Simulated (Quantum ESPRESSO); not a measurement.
Si3N2 in Quantum ESPRESSO: the effect of target pressure

Si3N2:

```xyz
5
Lattice="2.7304 0.0000 0.0000 0.0000 2.7304 0.0000 0.0000 0.0000 7.2430" Properties=species:S:1:pos:R:3 pbc="T T T"
Si    0.0000    0.0000    0.0000
Si    1.3652    0.0000    4.7639
Si    0.0000    1.3652    2.4791
N     1.3652    0.0000    2.7907
N     0.0000    1.3652    4.4523
```

The cell was built by a generator and needn't be a form met in nature.

Alike in all runs:

```yaml
Program: Quantum ESPRESSO 7.5
Task: phonons
Functional: PBEsol
Potentials_or_basis: GBRV 1.5 PBEsol
Cutoff: 612 eV
Density_cutoff: 4898 eV
k_mesh: 8 × 8 × 3
Occupations: cold, width 0.2 eV
Spin: no spin polarisation
```

Each run relaxes the cell or the atoms first.

| target pressure | relaxed volume (Å³/atom) | highest phonon frequency (cm⁻¹) |
| --- | --- | --- |
| -3 GPa | 10.79 | 642 |
| 0 GPa | ? | ? |
| 3 GPa | 10.26 | 667 |
| 8 GPa | 9.95 | 684 |
| 15 GPa | 9.60 | 687 |

Task: What does the run with target pressure 0 GPa give?

Result: Relaxed volume 10.49 Å³/atom; highest phonon frequency 653 cm⁻¹.

Worked out: In Murnaghan's law V^(-B') rises as a straight line in P. The other rows fit best with B' = 6.8, V0 = 10.50 Å³/atom and B0 = 122 GPa, which gives 10.50 Å³/atom at 0 GPa, against the run's 10.49. A parabola through the other rows of the highest phonon frequency, of slope 4.55 cm⁻¹ per GPa there, gives 657 cm⁻¹, against the run's 653. The fit is too stiff a form for this range.

Caveats: the mesh is thin for the phonons of a metal; some modes are imaginary; the cell is more than 3 GPa from zero pressure, which shifts response properties (some runs).
